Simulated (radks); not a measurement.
# Fractional charge and spin in the 3d shell of titanium

One table from this session's results is given with a row withheld; the runs are named, their logs left out.

The numbers are computed with radks (a radial shooting solver on a logarithmic mesh, Libxc functionals) version 1 (scalar-relativistic Kohn-Sham, PBE, spin-polarised, spherical densities, point nucleus), except any that are marked as measured or tabulated.

## The system

- element: titanium (Z = 22)
- configuration: [Ar] 4s(up 0.5, down 0.5) 3d(up 1, down 1)

A shell typed twice in an input gives spin up, then spin down.

Set-up of the first run:

Settings of this run:

```text
Z 22
configuration [Ar] 4s0.5 4s0.5 3d1 3d1
relativity scalar-relativistic
functional pbe,pbe
spin polarised
nucleus point
c 137.035999084
```

Among the steps run: 3d: up 1, down 1.

One table of the session follows, with a row left open; its other results are not shown here.

Sizes of the orbitals, from the radial functions (bohr):

| level | <r> | outermost maximum (interpolated) | 90 % within | nodes |
| --- | --- | --- | --- | --- |
| 1s | 0.06959 | 0.0455 | 0.124 | 0 |
| 2s | ? | ? | ? | ? |
| 2p | 0.2899 | 0.220 | 0.477 | 0 |
| 3s | 1.007 | 0.870 | 1.51 | 2 |
| 3p | 1.086 | 0.902 | 1.67 | 1 |
| 3d | 1.519 | 0.979 | 2.65 | 0 |
| 4s | 3.190 | 2.75 | 4.72 | 3 |

Q: Estimate the row for 2s from the others.

The run gave: <r>: 0.3249; outermost maximum (interpolated): 0.269; 90 % within: 0.505; nodes: 1. In the column «<r>» it lies between 2p (0.2899) and 3s (1.007).
